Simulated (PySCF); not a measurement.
**RuO₂⁻: structure of the sextet**

Where does sextet RuO₂⁻ go from a bent start, is the end point a minimum, and what are its modes, charges and moments?

The runs use PySCF 2.14.0; BP86, basis Ru def2-TZVPD with ECP28, O def2-TZVPD, scalar-relativistic core potentials, no spin–orbit coupling, density fitting.

### Step 1. Starting geometry

3 atoms, charge -1, spin multiplicity 6.

Bond lengths: Ru1–O2 1.710 Å, Ru1–O3 1.710 Å. Angles: O2–Ru1–O3 110.0°.

```xyz
3
charge -1 multiplicity 6
Ru    0.0000    0.0000    0.0000
O     1.4007    0.0000    0.9808
O    -1.4007    0.0000    0.9808
```

### Step 2. The SCF at the typed geometry

One driver script runs all steps and calls PySCF; scf.py shows how it sets up the SCF of each step. The optimiser is the driver's own. The state is first sought with PBE. After this first run the driver tries any further starts and a stability analysis.

Contents of scf.py:

```python
from pyscf import gto, scf, dft
mol = gto.M(atom='''
Ru     0.000000     0.000000     0.000000
O      1.400700     0.000000     0.980800
O     -1.400700     0.000000     0.980800''',
    basis={'Ru': 'def2-TZVPD', 'O': 'def2-TZVPD'},
    ecp={'Ru': 'def2-TZVPD'},
    charge=-1, spin=5)
mf = dft.UKS(mol, xc='PBE')
mf.grids.atom_grid = (50, 194)
aux = {'Ru': 'def2-universal-JKFIT', 'O': 'def2-universal-JKFIT'}
mf = mf.density_fit(auxbasis=aux)
mf.conv_tol = 1e-08
mf.diis_space = 10
mf.max_cycle = 60
mf.init_guess = 'minao'
mf.verbose = 4
mf.kernel()
```

Launch:

```bash
$ OMP_NUM_THREADS=2 python axn.py task.json out
```

Log:

```text
init E= -237.647089531608
[... the frontier-level lines of each cycle are left out ...]
cycle= 1 E= -244.711568216488  delta_E= -7.06  |g|= 1.07  |ddm|= 3.03
cycle= 2 E= -234.059162987441  delta_E= 10.7  |g|= 4.07  |ddm|=   69
cycle= 3 E= -245.240255042621  delta_E= -11.2  |g|= 0.232  |ddm|= 68.8
cycle= 4 E= -245.139670285723  delta_E= 0.101  |g|= 0.564  |ddm|= 1.35
cycle= 5 E= -245.231338089496  delta_E= -0.0917  |g|= 0.24  |ddm|= 0.52
cycle= 6 E= -245.258740194296  delta_E= -0.0274  |g|= 0.0473  |ddm|=  0.8
cycle= 7 E= -245.259766247935  delta_E= -0.00103  |g|= 0.0109  |ddm|= 0.13
cycle= 8 E= -245.25981108329  delta_E= -4.48e-05  |g|= 0.0036  |ddm|= 0.025
cycle= 9 E= -245.259815934154  delta_E= -4.85e-06  |g|= 0.000899  |ddm|= 0.00907
cycle= 10 E= -245.259816252749  delta_E= -3.19e-07  |g|= 0.00014  |ddm|= 0.000941
cycle= 11 E= -245.259816261745  delta_E= -9e-09  |g|= 3.93e-05  |ddm|= 0.000228
Extra cycle  E= -245.259816249364  delta_E= 1.24e-08  |g|= 0.000183  |ddm|= 0.000346
converged SCF energy = -245.259816249364  <S^2> = 8.7575365  2S+1 = 6.0025116
```

This step, with its further starts and checks, ran for 20 s (2 threads of AMD EPYC 9R45 (Zen 5), shared host).

Energies from each starting density:

```
                      start  energy (Eh)
    the minimal-basis guess  -245.259816
a thermally smeared density  -245.259816
      a smeared PBE density  -245.259816
```

The test of internal stability and the other starts found no lower solution of this spin.

### Step 3. Bent start, sextet: relaxation

The program finds C2v symmetry in the start, which this walk keeps. Threshold on the gradient: 0.0003 Eh/bohr, with a further test on the energy change.

scf.py, as its differences from that of step 2:

```diff
@@ -3,3 +3,3 @@
-Ru     0.000000     0.000000     0.000000
-O      1.400700     0.000000     0.980800
-O     -1.400700     0.000000     0.980800''',
+Ru     0.000000     0.000000    -0.234332
+O      1.400700    -0.000000     0.746468
+O     -1.400700     0.000000     0.746468''',
@@ -9 +9 @@
-mf = dft.UKS(mol, xc='PBE')
+mf = dft.UKS(mol, xc='B88,P86')
@@ -16 +15,0 @@
-mf.init_guess = 'minao'
```

The optimiser's trace:

```
step  energy (Eh)  change (kJ/mol)  largest symmetric gradient (Eh/bohr)
   0  -245.493795             0.00                               0.07339
   1  -245.511979           -47.74                               0.01466
   2  -245.515501           -56.99                               0.01510
   3  -245.517275           -61.65                               0.00967
   4  -245.517538           -62.34                               0.00395
   5  -245.517586           -62.46                               0.00011
   6  -245.517586           -62.46                               0.00002
```

The walk took 17 s.

Geometry (Å) and forces (eV/Å) at some steps:

```
step 0
Ru   0.000   0.000  -0.234   0.000   0.000  -3.742
O    1.401   0.000   0.746   3.774   0.000   1.871
O   -1.401   0.000   0.746  -3.774   0.000   1.871
step 1
Ru   0.000   0.000  -0.243   0.000   0.000   0.754
O    1.519   0.000   0.751   0.470   0.000  -0.377
O   -1.519   0.000   0.751  -0.470   0.000  -0.377
step 3
Ru   0.000   0.000  -0.121   0.000   0.000   0.497
O    1.657   0.000   0.690  -0.271   0.000  -0.249
O   -1.657   0.000   0.690   0.271   0.000  -0.249
step 6
Ru   0.000   0.000  -0.090   0.000   0.000   0.001
O    1.668   0.000   0.674   0.000   0.000  -0.001
O   -1.668   0.000   0.674   0.000   0.000   0.000
```

It settles in C2v symmetry, 62.5 kJ/mol below the start, after 6 steps: Ru–O 1.835 Å (×2); O–Ru–O 130.7°.

### Step 4. Vibrations and properties at this point

On the finer grid the gradient is checked again; gradients at displacements of ±0.02 bohr then give force constants and infrared intensities.

scf.py, as its differences from that of step 3:

```diff
@@ -3,3 +3,3 @@
-Ru     0.000000     0.000000    -0.234332
-O      1.400700    -0.000000     0.746468
-O     -1.400700     0.000000     0.746468''',
+Ru     0.000000     0.000000    -0.184703
+O      1.666048    -0.000000     0.582876
+O     -1.666048     0.000000     0.582876''',
@@ -10 +10 @@
-mf.grids.atom_grid = (50, 194)
+mf.grids.atom_grid = (75, 302)
@@ -13 +13 @@
-mf.conv_tol = 1e-08
+mf.conv_tol = 1e-10
```

The driver hands on the density of the step before, so the log starts near convergence.

SCF at the final geometry:

```text
init E= -245.517570981891
[... the frontier-level lines of each cycle are left out ...]
cycle= 1 E= -245.517570981888  delta_E= 3.87e-12  |g|= 3.33e-06  |ddm|= 1.86e-06
Extra cycle  E= -245.517570981661  delta_E= 2.26e-10  |g|= 2.43e-05  |ddm|= 1.33e-05
converged SCF energy = -245.517570981661  <S^2> = 8.7593571  2S+1 = 6.0031182
```

The whole step took 35 s.

Geometry: C2v; Ru–O 1.834 Å (×2); O–Ru–O 130.5°.

Harmonic modes (main isotopes):

| symmetry | ω (cm⁻¹) | IR (km/mol) | μ (u) | type |
| --- | --- | --- | --- | --- |
| a1 | 195 | 0.6 | 18.72 | bend |
| b2 | 679 | 174 | 19.35 | stretch |
| a1 | 735 | 51.5 | 16.94 | stretch |

Every mode is real; the point is a minimum.

Properties at this point:

```
Dipole moment about the centre of mass                          : 2.43 D
Highest occupied level                                          : 1.63 eV
Lowest empty level                                              : 0.69 eV
Rotational constants                                            : 1.175, 0.1898, 0.1634 cm⁻¹
Zero-point energy                                               : 9.6 kJ/mol
Principal polarisabilities                                      : 55.2, 69.2, 94.4 bohr³
Principal traceless quadrupole moments about the centre of mass : -16.90, 5.11, 11.80 D Å
Entropy at 298.15 K and 1 bar (electronic part: spin only)      : 288.2 J/(mol K)
Heat capacity Cp at 298.15 K                                    : 47.8 J/(mol K)
Enthalpy at 298.15 K above 0 K                                  : 11.99 kJ/mol
Rotational symmetry number                                      : 2
Spin squared ⟨S²⟩                                               : 8.759
```

Charges (e) and bond orders:

```
atom  Mulliken  Löwdin  polar tensor  spin (Mulliken)  Mayer order to Ru1
 Ru1      0.68    0.70          0.37             3.80                   –
O2,3     -0.84   -0.85         -0.68             0.60                1.32
```

Mulliken populations on Ru1 (outside its core potential): s 2.72, p 6.25, d 6.34, f 0.01.

### Step 5. Summary of results

| quantity | value |
| --- | --- |
| minimum | sextet, C2v |
| geometry | Ru–O 1.834 Å (×2); O–Ru–O 130.5° |
| wavenumbers (cm⁻¹) | 195 (a1), 679 (b2), 735 (a1) |
| dipole moment (centre of mass) | 2.43 D |
| highest occupied, lowest empty level (either spin) | 1.63, 0.69 eV |
| polar-tensor charge of Ru1 | +0.37 e |
| zero-point energy | 9.6 kJ/mol |
| entropy at 298.15 K | 288.2 J/(mol K) |
| ⟨S²⟩ | 8.759 |

The bent start keeps its C2v symmetry and ends in a minimum. An empty level of one spin lies below a filled level of the other, which hints that a lower spin is more stable. The strongest infrared band lies at 679 cm⁻¹ (b2, stretch). Most of the spin sits on Ru1 (Mulliken spin 3.80, against 5 for the whole molecule). Other starts or spin states, not run here, may lie lower. A highest occupied level above zero is common for anions with such functionals; it warns that the extra electron is poorly described. One determinant may miss the lowest occupation of an open d or f shell.

The search up to here took 72 s.
